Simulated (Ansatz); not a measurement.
# GaP: a single-point run

Aim: a sound single-point run of GaP. The structure is shown as the input types it.

Program: Ansatz 0.2.0. Level of theory: density functional or hybrid calculation with the settings of its input, plane waves. These are calculated values, not measurements.

### 1 The structure to begin with

The structure is cubic, space group F-43m (No. 216). The conventional cell has a = 5.451 Å, b = 5.451 Å, c = 5.451 Å, α = 90.00°, β = 90.00°, γ = 90.00°. Ga (site symmetry -43m) is surrounded by 4 P at 2.36 Å. Around P (site symmetry -43m) lie 4 Ga at 2.36 Å.

Coordinates:

```xyz
2
Lattice="0.0000 2.7254 2.7254 2.7254 0.0000 2.7254 2.7254 2.7254 0.0000" Properties=species:S:1:pos:R:3 pbc="T T T"
Ga    0.0000    0.0000    0.0000
P     1.3627    1.3627    1.3627
```

### 2 The calculation

Input file input.yaml:

```yaml
crystal:
  lattice:
    - [0.0, 2.7253992957, 2.7253992957]
    - [2.7253992957, 0.0, 2.7253992957]
    - [2.7253992957, 2.7253992957, 0.0]
  atoms:
    - { symbol: Ga, position: [0.0, 0.0, 0.0] }
    - { symbol: P, position: [0.25, 0.25, 0.25] }
kpoints:
  mp_grid: { grid: [6, 6, 6] }
hamiltonian:
  xc: r2scan
scf:
  occupations: { method: gaussian, width: 1.5 }
  n_extra_bands: 4
output:
  forces: true
  stress: true
  eigenvalues: true
```

The run is started by

```
ansatz run input.yaml --threads 4 --pin off --max-ram 3686MiB --backend cpu --events-out ev --progress --plain --runs-dir out
```

Q: Will this input give a usable result? If not, why, and what should change?

The program finished normally. That alone doesn't make the input a sound one.

In the input, scf.occupations.width is 1.5. The width is far wider than usual, so occupations near the Fermi level are blurred and the entropy term grows.

To check: set scf.occupations.width to 0.2.
